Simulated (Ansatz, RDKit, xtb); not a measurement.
# C3HF2NS: which of the isomers drawn lies lowest?, part 2 of 2

Which of a sample of isomers of C3HF2NS is the most stable in the gas at 298.15 K, and what are its properties? The sample is small against all isomers, and the most stable one of this formula need not be in it.

xtb, Ansatz and PySCF; isolated molecules. Earlier steps stand in the parts before.

**7. Vibrations and thermal terms**

The lowest few in one piece go on as finalists. Harmonic vibrations at PBE0-D3(BJ)/def2-SVP test each finalist and give the zero-point energy and the thermal terms. The first, c664a:

Input file input.yaml:

```yaml
crystal:
  periodic: [false, false, false]
  atoms:
    - {symbol: C, position_ang: [-1.846402, -0.835663, -1.259847]}
    - {symbol: C, position_ang: [-0.483382, -0.810963, -1.230192]}
    - {symbol: C, position_ang: [-1.639299, 1.269572, -0.901264]}
    - {symbol: F, position_ang: [-2.560567, -1.920660, -1.456016]}
    - {symbol: F, position_ang: [-1.958020, 2.520246, -0.696474]}
    - {symbol: N, position_ang: [-2.501342, 0.335689, -1.074720]}
    - {symbol: S, position_ang: [0.030410, 0.816688, -0.946239]}
    - {symbol: H, position_ang: [0.215517, -1.634261, -1.355834]}
basis:
  gaussian:
    orbitals: def2-SVP
hamiltonian:
  xc: {name: PBE0}
  dispersion: d3bj
scf:
  lower_state_search: "off"
phonons: {}
```

Launch:

```sh
ansatz run input.yaml --threads 2 --pin off --max-ram 5220MiB --events-out events.jsonl --progress --plain --runs-dir runs
```

The program printed, shortened:

```text
Warning: RAYON_NUM_THREADS=2 ignored (pool sized by the plan → 2); use --threads N
Functional definition: PBE0
  name "PBE0"
[...]
1175 factors; integrals over basis functions are off by at most 3.9e-4 eV
[...]
mean field -20860.30706000 eV, -766.6021448311 hartree, gradient 1.2e-6 eV, S^2 0.000000; 0 other end points of the search recorded, 0 dependent functions left out
[...]
reference -20860.30707518 eV, -766.6021453888 hartree; 30, 30 occupied and 77, 77 virtual orbitals, 1175 factors
[...]
1175 factors; integrals over basis functions are off by at most 3.9e-4 eV
mean field -20860.30685380 eV, -766.6021372532 hartree, gradient 2.3e-6 eV, S^2 0.000000; 0 other end points of the search recorded, 0 dependent functions left out
[...]
reference -20860.30686897 eV, -766.6021378107 hartree; 30, 30 occupied and 77, 77 virtual orbitals, 1175 factors
[...]
Atom 1 at    -0.483382    -0.810963    -1.230192 Å, force    -0.000829     0.000430     0.000321 eV/Å
Atom 2 at    -1.639299     1.269572    -0.901264 Å, force     0.000191    -0.000413     0.000516 eV/Å
Atom 3 at    -2.560567    -1.920660    -1.456016 Å, force     0.000083     0.000096    -0.000057 eV/Å
Atom 4 at    -1.958020     2.520246    -0.696474 Å, force    -0.000048    -0.000335    -0.000119 eV/Å
Atom 5 at    -2.501342     0.335689    -1.074720 Å, force    -0.000111    -0.000878    -0.000502 eV/Å
Atom 6 at     0.030410     0.816688    -0.946239 Å, force     0.000969     0.000270    -0.000353 eV/Å
Atom 7 at     0.215517    -1.634261    -1.355834 Å, force     0.000136    -0.000027     0.000003 eV/Å
Dipole moment:     0.527809    -0.039688     0.003195 e Å
Vibrations: 249.77 293.27 345.04 466.24 560.66 572.48 601.64 690.90 733.05 784.59 880.45 1046.76 1178.13 1311.47 1452.47 1634.97 1677.39 3303.87 cm⁻¹, zero-point energy 1.102414 eV
Checks for a lower state left out: stability, starts, cluster_reference, orbital_swaps, neighbouring_geometries, increment
```

Run time: 51 s. Hardware: 2 threads of Intel Xeon 6975P-C (Granite Rapids), shared host; peak memory 0.23 GiB.

**8. Thermal terms of the finalists**

At 298.15 K and 1 atm, ideal gas, rigid rotor and harmonic oscillator:

```tsv
label	SMILES	spin	point group	lowest mode (cm⁻¹)	zero-point (kcal/mol)	G − E (kcal/mol)
c664a	Fc1csc(F)n1	singlet	Cs	250	25.4	6.8
c681a	Fc1cnc(F)s1	singlet	Cs	182	25.4	6.7
c680a	Fc1ncsc1F	singlet	Cs	215	25.3	6.6
```

**9. The final energy**

Single points at CCSD(T)/def2-SVP + MP2/def2-TZVPP - MP2/def2-SVP on the refined geometries decide the order.

c664a, CCSD(T)/def2-SVP:

Input file input.yaml:

```yaml
crystal:
  periodic: [false, false, false]
  atoms:
    - symbol: C
      position_ang: [-1.846402, -0.835663, -1.259847]
    - symbol: C
      position_ang: [-0.483382, -0.810963, -1.230192]
    - symbol: C
      position_ang: [-1.639299, 1.269572, -0.901264]
    - symbol: F
      position_ang: [-2.560567, -1.920660, -1.456016]
    - symbol: F
      position_ang: [-1.958020, 2.520246, -0.696474]
    - symbol: N
      position_ang: [-2.501342, 0.335689, -1.074720]
    - symbol: S
      position_ang: [0.030410, 0.816688, -0.946239]
    - symbol: H
      position_ang: [0.215517, -1.634261, -1.355834]
basis:
  gaussian:
    orbitals: def2-SVP
correlation:
  method: ccsd_t
  frozen_orbitals: {C: 1, H: 0, F: 1, "N": 1, S: 5}
```

Launch:

```sh
ansatz run input.yaml --threads 2 --pin off --max-ram 5220MiB --events-out events.jsonl --progress --plain --runs-dir runs
```

The program printed, shortened:

```text
Warning: RAYON_NUM_THREADS=2 ignored (pool sized by the plan → 2); use --threads N
Functional definition: HF
  name "HF"
[...]
1053 factors; integrals over basis functions are off by at most 1.6e-3 eV
[...]
mean field -20805.40842578 eV, -764.5846572350 hartree, gradient 1.5e-6 eV, S^2 0.000000; 0 other end points of the search recorded, 0 dependent functions left out
11 core orbitals not correlated: weight in the atoms' cores, before any rotation towards them, 1.000 or more for the frozen orbitals, at most 0.000 for the correlated occupied ones
reference -20805.40842578 eV, -764.5846572350 hartree; 19, 19 occupied and 77, 77 virtual orbitals, 1053 factors
second order -28.12734423 eV of doubles, -0.00000000 eV of singles
cycle   1  -27.84425509 eV  change    2.8e-1 eV  update   1.3e-1
[...]
cycle  10  -28.73479487 eV  change   -2.7e-5 eV  update   1.9e-5
perturbative correction -1.03445112 eV, -0.0380153775 hartree
Total energy: -20835.17767177 eV, -765.6786568468 hartree
```

It took 7.8 s on 2 threads of Intel Xeon 6975P-C (Granite Rapids), shared host; peak memory 0.55 GiB.

**10. c664a at MP2/def2-TZVPP**

Input file input.yaml:

```yaml
crystal:
  periodic: [false, false, false]
  atoms:
    - {symbol: C, position_ang: [-1.846402, -0.835663, -1.259847]}
    - {symbol: C, position_ang: [-0.483382, -0.810963, -1.230192]}
    - {symbol: C, position_ang: [-1.639299, 1.269572, -0.901264]}
    - {symbol: F, position_ang: [-2.560567, -1.920660, -1.456016]}
    - {symbol: F, position_ang: [-1.958020, 2.520246, -0.696474]}
    - {symbol: N, position_ang: [-2.501342, 0.335689, -1.074720]}
    - {symbol: S, position_ang: [0.030410, 0.816688, -0.946239]}
    - {symbol: H, position_ang: [0.215517, -1.634261, -1.355834]}
basis:
  gaussian:
    orbitals: def2-TZVPP
total_charge: 0
correlation:
  method: mp2
  frozen_orbitals: {C: 1, H: 0, F: 1, "N": 1, S: 5}
```

Launch:

```sh
ansatz run input.yaml --threads 2 --pin off --max-ram 5220MiB --events-out events.jsonl --progress --plain --runs-dir runs
```

The program printed:

```text
Warning: RAYON_NUM_THREADS=2 ignored (pool sized by the plan → 2); use --threads N
[... 2 set-up lines as earlier in the session ...]
  exchange = exact_x
  correlation = 0
1543 factors; integrals over basis functions are off by at most 1.1e-3 eV
mean field evaluation 1: about -20816.9509 eV, gradient 4.2e1 eV
mean field evaluation 2: about -20817.4021 eV, gradient 4.2e1 eV
mean field evaluation 4: about -20821.3104 eV, gradient 5.0e0 eV
mean field evaluation 8: about -20821.4097 eV, gradient 5.5e-1 eV
mean field evaluation 16: about -20821.4122 eV, gradient 2.6e-6 eV
mean field -20821.41216027 eV, -765.1727836297 hartree, gradient 2.6e-6 eV, S^2 0.000000; 0 other end points of the search recorded, 0 dependent functions left out
11 core orbitals not correlated: weight in the atoms' cores, before any rotation towards them, 1.000 or more for the frozen orbitals, at most 0.000 for the correlated occupied ones
reference -20821.41216027 eV, -765.1727836297 hartree; 19, 19 occupied and 212, 212 virtual orbitals, 1543 factors
second order -35.87458977 eV of doubles, -0.00000000 eV of singles
Total energy: -20857.28675004 eV, -766.4911504871 hartree
```

Wall time 4.5 s (2 threads of Intel Xeon 6975P-C (Granite Rapids), shared host); peak memory 0.64 GiB.

**11. c681a at CCSD(T)/def2-SVP**

Input file input.yaml:

```yaml
crystal:
  periodic: [false, false, false]
  atoms:
    - {symbol: C, position_ang: [-1.217650, -1.153476, -1.134629]}
    - {symbol: C, position_ang: [-0.652272, -0.159545, -1.868317]}
    - {symbol: C, position_ang: [-1.946013, 1.051623, -0.601642]}
    - {symbol: F, position_ang: [-1.002399, -2.446349, -1.216379]}
    - {symbol: F, position_ang: [-2.535173, 2.100388, -0.083614]}
    - {symbol: "N", position_ang: [-1.087903, 1.101501, -1.542715]}
    - {symbol: S, position_ang: [-2.353973, -0.521945, 0.029097]}
    - {symbol: H, position_ang: [0.086312, -0.314012, -2.654924]}
basis:
  gaussian: {orbitals: def2-SVP}
correlation: {method: ccsd_t, frozen_orbitals: {C: 1, H: 0, F: 1, "N": 1, S: 5}}
```

Launch:

```sh
ansatz run input.yaml --threads 2 --pin off --max-ram 5220MiB --events-out events.jsonl --progress --plain --runs-dir runs
```

The program printed, shortened:

```text
Warning: RAYON_NUM_THREADS=2 ignored (pool sized by the plan → 2); use --threads N
[... 2 set-up lines as earlier in the session ...]
[...]
1051 factors; integrals over basis functions are off by at most 1.2e-3 eV
[...]
mean field -20805.00312151 eV, -764.5697625778 hartree, gradient 2.1e-6 eV, S^2 0.000000; 0 other end points of the search recorded, 0 dependent functions left out; unrestricted orbitals would lower it
11 core orbitals not correlated: weight in the atoms' cores, before any rotation towards them, 1.000 or more for the frozen orbitals, at most 0.000 for the correlated occupied ones
reference -20805.00312151 eV, -764.5697625778 hartree; 19, 19 occupied and 77, 77 virtual orbitals, 1051 factors
second order -28.17728648 eV of doubles, -0.00000000 eV of singles
cycle   1  -27.89927224 eV  change    2.8e-1 eV  update   1.4e-1
[...]
cycle  10  -28.80137814 eV  change   -3.4e-5 eV  update   1.8e-5
perturbative correction -1.03977560 eV, -0.0382110487 hartree
Total energy: -20834.84427525 eV, -765.6664047509 hartree
```

It took 7.8 s on 2 threads of Intel Xeon 6975P-C (Granite Rapids), shared host; peak memory 0.55 GiB.

For c681a, c680a the log finds that unrestricted Hartree-Fock orbitals lie lower, a sign to watch the closed-shell reference there.

**12. The ranking**

Energies in kcal/mol from c664a; G adds the thermal terms to the CCSD(T)/def2-SVP + MP2/def2-TZVPP - MP2/def2-SVP energy. The columns left of the relaxed level are at the tight-binding geometries.

```tsv
label	SMILES	spin	GFN2-xTB	HF/STO-3G	r2SCAN-D4/def2-SVP	PBE0-D3(BJ)/def2-SVP	HF/def2-SVP	MP2/def2-SVP	CCSD(T)/def2-SVP + MP2/def2-TZVPP - MP2/def2-SVP	G	share at equilibrium	T1
c664a	Fc1csc(F)n1	singlet	0.0	0.0	0.0	0.0	0.0	0.0	0.0	0.0	100.0 %	0.014
c681a	Fc1cnc(F)s1	singlet	3.1	2.7	8.1	8.2	9.3	8.2	7.8	7.7	< 0.1 %	0.014
c680a	Fc1ncsc1F	singlet	5.8	6.8	10.6	10.4	12.4	10.5	9.6	9.4	< 0.1 %	0.014
```

Lowest found: c664a, `Fc1csc(F)n1`, a singlet of point group Cs. Bond lengths: C1–C2 1.364 Å, C1–F4 1.314 Å, C3–F5 1.307 Å, C1–N6 1.355 Å, C3–N6 1.283 Å, C2–S7 1.730 Å, C3–S7 1.731 Å, C2–H8 1.087 Å. Some angles: C1–C2–S7 108.5°, C2–C1–F4 124.2°, C2–C1–N6 117.7°, F4–C1–N6 118.1°, F5–C3–N6 123.6°, F5–C3–S7 119.3°, N6–C3–S7 117.0°, C1–N6–C3 108.8°, C2–S7–C3 87.9°, C1–C2–H8 128.8°.

```xyz
8

C    -1.8464   -0.8357   -1.2598
C    -0.4834   -0.8110   -1.2302
C    -1.6393    1.2696   -0.9013
F    -2.5606   -1.9207   -1.4560
F    -1.9580    2.5202   -0.6965
N    -2.5013    0.3357   -1.0747
S     0.0304    0.8167   -0.9462
H     0.2155   -1.6343   -1.3558
```

**13. What came out**

The summary covers parts 1 to 2.

```
                                                       quantity                                                                  value
                                         lowest structure found                                               Fc1csc(F)n1, singlet, Cs
                                                  next finalist                         Fc1cnc(F)s1, singlet, 7.7 kcal/mol higher in G
                      share at equilibrium, among the finalists                                                                100.0 %
                                                         funnel  3 starts, 3 minima at GFN2-xTB, 6 screening runs, 3 relaxed, 3 ranked
                                           CPU time of all runs                                                                7.2 min
harmonic wavenumbers, lowest and highest (PBE0-D3(BJ)/def2-SVP)                                                      250 and 3304 cm⁻¹
                            rotational constants, same geometry                                          0.1416, 0.06504, 0.04456 cm⁻¹
```

What this shows: The search ends on `Fc1csc(F)n1`. Among the finalists first place is clear (7.7 kcal/mol); structures outside the list aren't covered. GFN2-xTB, HF/STO-3G, r2SCAN-D4/def2-SVP, PBE0-D3(BJ)/def2-SVP, HF/def2-SVP and MP2/def2-SVP already put its bonding pattern lowest among the structures in one piece. The largest share of the time went into the vibrations (68 %). The search is not exhaustive (a finite list of starts, one conformer a finalist), so a lower isomer can't be ruled out. Only 3 drawn patterns were tried, so whole families of isomers are missing, and the result ranks this sample alone.
